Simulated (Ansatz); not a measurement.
## VWC2 in Ansatz: the effect of functional

VWC2:

```
W V C
1.0
     1.49654    0.86403    4.86721
    -1.49654    0.86403    4.86721
     0.00000   -1.72805    4.86721
W V C
1 1 2
Cartesian
  0.0000 0.0000 0.0000
  0.0000 0.0000 7.3008
  0.0000 0.0000 3.5992
  0.0000 0.0000 11.0024
```

The cell comes from a database or a generator and needn't be the stable form of this composition.

The cell isn't the ideal one: volume scaled by 0.96.

Alike in all runs:

```yaml
Program: Ansatz 0.2.0
Task: single point
Potentials_or_basis: Ansatz PAW
k_mesh: 10 × 10 × 10
Occupations: fermi-dirac, width 0.05 eV
Spin: collinear spin, ferromagnetic start
Starting_moments: "[0.0, 2.0, 0.0, 0.0] μB"
```

| functional | cutoff | pressure (GPa) | largest force (eV/Å) |
| --- | --- | --- | --- |
| LDA | 420 eV (not typed: the program's choice for these potentials) | -3.2 | 0.05 |
| r2SCAN | 500 eV (not typed: the program's choice for these potentials) | ? | ? |
| PBE | 420 eV (not typed: the program's choice for these potentials) | 12.7 | 0.10 |

**Question.** What does the run with functional r2SCAN give?

**Answer.** Pressure 9.5 GPa; largest force 0.01 eV/Å.

Caveats: the starting moments weren't kept; the PAW data sets come from PBE, with cores solved anew for the run's functional, which leaves a small shift of forces and pressure (some runs); the magnetic or orbital state may not be the lowest (some runs).
